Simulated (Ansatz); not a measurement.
**One shape, several levels: GeSiH3ClO (SMILES [SiH3][O][Ge][Cl])**

Aim: a comparison of 6 runs (B3LYP/cc-pVDZ, HSE06/cc-pVDZ, PBE-QIDH/cc-pVDZ, wB97M-V/cc-pVDZ, wB97X/cc-pVDZ, RPA@PBE/cc-pVDZ) of GeSiH3ClO. 

Program for the calculation: Ansatz 0.2.0.

125 further runs of the same task are left out: 125 set aside as unsound or not needed.

### 1 The molecule

GeSiH3ClO: 7 atoms, total charge 0, spin state singlet. SMILES: `[SiH3][O][Ge][Cl]`. The Si1–H5 distance was set to 3.264 Å, away from the relaxed value. At this shape a bond of the SMILES string is far longer than usual.

Bond lengths: Si1–O2 1.655 Å, O2–Ge3 1.768 Å, Ge3–Cl4 2.210 Å, Si1–H6 1.484 Å, Si1–H7 1.484 Å. Angles: Si1–O2–Ge3 138.4°, O2–Ge3–Cl4 99.4°, O2–Si1–H6 110.4°, O2–Si1–H7 110.5°, H6–Si1–H7 109.7°.

### 2 A single-point energy at B3LYP/cc-pVDZ (run 1)

The input, input.yaml:

```yaml
crystal:
  periodic: [false, false, false]
  atoms:
    - {symbol: Si, position_ang: [-0.549401, 0.206760, 0.942321]}
    - {symbol: O, position_ang: [-0.299301, -1.416940, 1.142721]}
    - {symbol: Ge, position_ang: [-0.657201, -2.673340, 2.333421]}
    - {symbol: Cl, position_ang: [-1.725601, -1.452540, 3.834121]}
    - {symbol: H, position_ang: [0.795900, 1.045400, -1.911300]}
    - {symbol: H, position_ang: [-2.002701, 0.507660, 0.913221]}
    - {symbol: H, position_ang: [0.096899, 0.970360, 2.038921]}
basis:
  gaussian:
    orbitals: cc-pVDZ
hamiltonian:
  xc: {name: B3LYP}
accuracy: high
output: {orbitals: {seedname: orbitals}}
```

Command:

```bash
$ ansatz run input.yaml --threads 1 --pin off --max-ram 3480MiB --events-out events.jsonl --progress --plain --runs-dir runs
```

Log:

```text
Warning: RAYON_NUM_THREADS=1 ignored (pool sized by the plan → 1); use --threads N
Functional definition: B3LYP
  name "B3LYP"
  parameter a0 = 0.2
  parameter ax = 0.72
  parameter ac = 0.81
  exchange = (1 - a0 - ax)*slater_x + ax*b88_x + a0*exact_x
  correlation = (1 - ac)*vwn_rpa_c + ac*lyp_c
2039 factors; integrals over basis functions are off by at most 4.5e-9 eV
mean field evaluation 1: about -79007.8808 eV, gradient 5.4e1 eV
mean field evaluation 2: about -78976.0786 eV, gradient 1.3e2 eV
mean field evaluation 4: about -79012.4619 eV, gradient 1.6e1 eV
mean field evaluation 8: about -79014.1690 eV, gradient 1.1e0 eV
mean field evaluation 16: about -79014.1754 eV, gradient 1.0e-3 eV
mean field -79014.17542973 eV, -2903.7173893109 hartree, gradient 1.8e-8 eV, S^2 0.000000; 0 other end points of the search recorded, 0 dependent functions left out
reference -79014.17547509 eV, -2903.7173909780 hartree; 37, 37 occupied and 55, 55 virtual orbitals, 2039 factors
Total energy: -79014.17547509 eV, -2903.7173909780 hartree
```

Run time: 15 s. Hardware: 1 thread of Arm Neoverse V1, shared host; peak memory 0.37 GiB.

### 3 The energy at HSE06/cc-pVDZ (run 2)

The input, run.yaml:

```yaml
crystal:
  periodic: [false, false, false]
  atoms:
    - {symbol: Si, position_ang: [-0.549401, 0.206760, 0.942321]}
    - {symbol: O, position_ang: [-0.299301, -1.416940, 1.142721]}
    - {symbol: Ge, position_ang: [-0.657201, -2.673340, 2.333421]}
    - {symbol: Cl, position_ang: [-1.725601, -1.452540, 3.834121]}
    - {symbol: H, position_ang: [0.795900, 1.045400, -1.911300]}
    - {symbol: H, position_ang: [-2.002701, 0.507660, 0.913221]}
    - {symbol: H, position_ang: [0.096899, 0.970360, 2.038921]}
basis:
  gaussian: {orbitals: cc-pVDZ}
total_charge: 0
hamiltonian: {xc: {name: HSE06}}
accuracy: high
output: {orbitals: {seedname: orbitals}}
```

Command:

```bash
$ ansatz run run.yaml --threads 1 --pin off --max-ram 3480MiB --events-out events.jsonl --progress --plain --runs-dir runs
```

Log:

```text
Warning: RAYON_NUM_THREADS=1 ignored (pool sized by the plan → 1); use --threads N
Functional definition: HSE06
  name "HSE06"
  parameter a = 0.25
  parameter omega = 0.11/bohr
  exchange = pbe_x - a*pbe_x_sr(omega) + a*exact_x_sr(omega)
  correlation = pbe_c
2039 factors; integrals over basis functions are off by at most 4.5e-9 eV
111 factors; integrals over basis functions are off by at most 1.3e-9 eV
mean field evaluation 1: about -78989.3297 eV, gradient 5.0e1 eV
mean field evaluation 2: about -78961.3916 eV, gradient 1.2e2 eV
mean field evaluation 4: about -78994.0296 eV, gradient 8.9e0 eV
mean field evaluation 8: about -78994.4555 eV, gradient 1.6e0 eV
mean field evaluation 16: about -78994.4694 eV, gradient 1.1e-4 eV
mean field -78994.46940390 eV, -2902.9932062188 hartree, gradient 2.6e-8 eV, S^2 0.000000; 0 other end points of the search recorded, 0 dependent functions left out
reference -78994.46940756 eV, -2902.9932063532 hartree; 37, 37 occupied and 55, 55 virtual orbitals, 2039 factors
Total energy: -78994.46940756 eV, -2902.9932063532 hartree
```

Wall time 14 s (1 thread of Arm Neoverse V1, shared host); peak memory 0.39 GiB.

Runs 3 to 4 aren't shown in full; the table further down has their settings and results.

### 4 The energy at wB97X/cc-pVDZ (run 5)

input.yaml: that of step 2 with these lines changed.

```diff
@@ -11,6 +11,4 @@
 basis:
-  gaussian:
-    orbitals: cc-pVDZ
-hamiltonian:
-  xc: {name: B3LYP}
+  gaussian: {orbitals: cc-pVDZ}
+hamiltonian: {xc: {name: wB97X}}
 accuracy: high
```

Command:

```bash
$ ansatz run input.yaml --threads 1 --pin off --max-ram 3480MiB --events-out events.jsonl --progress --plain --runs-dir runs
```

Log (excerpt; [...] marks lines left out):

```text
Warning: RAYON_NUM_THREADS=1 ignored (pool sized by the plan → 1); use --threads N
Functional definition: wB97X
  name "wB97X"
[...]
      + exact_x_lr(omega)
[...]
      + integral(e_c_pw_opposite_spin*poly(b97_u_opposite, 1, cos1, cos2, cos3, cos4))
2039 factors; integrals over basis functions are off by at most 4.5e-9 eV
404 factors; integrals over basis functions are off by at most 2.3e-9 eV
[...]
mean field -79011.72853133 eV, -2903.6274674532 hartree, gradient 9.5e-8 eV, S^2 0.000000; 0 other end points of the search recorded, 0 dependent functions left out
reference -79011.72852816 eV, -2903.6274673367 hartree; 37, 37 occupied and 55, 55 virtual orbitals, 2039 factors
Total energy: -79011.72852816 eV, -2903.6274673367 hartree
```

It took 42 s on 1 thread of Arm Neoverse V1, shared host; peak memory 0.61 GiB.

### 5 The energy at RPA@PBE/cc-pVDZ (run 6)

The input, in.yaml:

```yaml
crystal:
  periodic: [false, false, false]
  atoms:
    - {symbol: Si, position_ang: [-0.549401, 0.206760, 0.942321]}
    - {symbol: O, position_ang: [-0.299301, -1.416940, 1.142721]}
    - {symbol: Ge, position_ang: [-0.657201, -2.673340, 2.333421]}
    - {symbol: Cl, position_ang: [-1.725601, -1.452540, 3.834121]}
    - {symbol: H, position_ang: [0.795900, 1.045400, -1.911300]}
    - {symbol: H, position_ang: [-2.002701, 0.507660, 0.913221]}
    - {symbol: H, position_ang: [0.096899, 0.970360, 2.038921]}
basis:
  gaussian:
    orbitals: cc-pVDZ
hamiltonian:
  xc: {name: PBE}
correlation:
  method: rpa
  frozen_orbitals: {Cl: 5, Ge: 9, H: 0, O: 1, Si: 5}
accuracy: high
```

Command:

```bash
$ ansatz run in.yaml --threads 1 --pin off --max-ram 3480MiB --events-out events.jsonl --progress --plain --runs-dir runs
```

Log (excerpt; [...] marks lines left out):

```text
Warning: RAYON_NUM_THREADS=1 ignored (pool sized by the plan → 1); use --threads N
Functional definition: PBE
  name "PBE"
[...]
2039 factors; integrals over basis functions are off by at most 4.5e-9 eV
[...]
mean field -78992.12690105 eV, -2902.9071208269 hartree, gradient 1.2e-8 eV, S^2 0.000000; 1 other end points of the search recorded, 0 dependent functions left out; unrestricted orbitals would lower it
unrestricted determinant -78923.02439422 eV, -2900.3676505401 hartree, S^2 0.9437
20 core orbitals not correlated: weight in the atoms' cores, before any rotation towards them, 1.000 or more for the frozen orbitals, at most 0.000 for the correlated occupied ones
reference -78919.19877045 eV, -2900.2270614599 hartree; 17, 17 occupied and 55, 55 virtual orbitals, 2039 factors
Total energy: -78944.00697573 eV, -2901.1387461884 hartree
```

Run time: 31 s. Hardware: 1 thread of Arm Neoverse V1, shared host; peak memory 0.45 GiB.

### 6 The series

```
run             level  frozen core orbitals   energy (Eh)  HOMO energy (eV)  LUMO energy (eV)  HOMO–LUMO gap (eV)  wall time
  1     B3LYP/cc-pVDZ                     –  -2903.717391             -6.07             -3.60                2.47       15 s
  2     HSE06/cc-pVDZ                     –  -2902.993206             -5.85             -3.80                2.05       14 s
  3  PBE-QIDH/cc-pVDZ                    20  -2902.393967             -7.34             -1.98                5.36       16 s
  4   wB97M-V/cc-pVDZ                     –  -2903.440130             -7.86             -1.66                6.20    1.7 min
  5     wB97X/cc-pVDZ                     –  -2903.627467             -8.11             -1.61                6.49       42 s
  6   RPA@PBE/cc-pVDZ                    20  -2901.138746                 –                 –                   –       31 s
```

### 7 Results

| quantity | value |
| --- | --- |
| run 6: total energy | -2901.13875 Eh |
| run 6: RPA correlation energy (valence) | -911.7 mEh |

What this shows: Over runs 1, 2, 3, 4, 5 the HOMO–LUMO gap runs from 2.05 eV (HSE06/cc-pVDZ) to 6.49 eV (wB97X/cc-pVDZ). Totals of different functionals can't be ranked against each other. In runs 3, 6 the log says that unrestricted orbitals would lower the reference, so the values rest on an unstable closed-shell determinant (other closed-shell runs at this shape may share the fault). In runs 1, 2, 3, 4, 5, 6 a closed-shell determinant meets a far-stretched bond, which it describes badly. All runs together took 3.7 min, the longest 1.7 min.
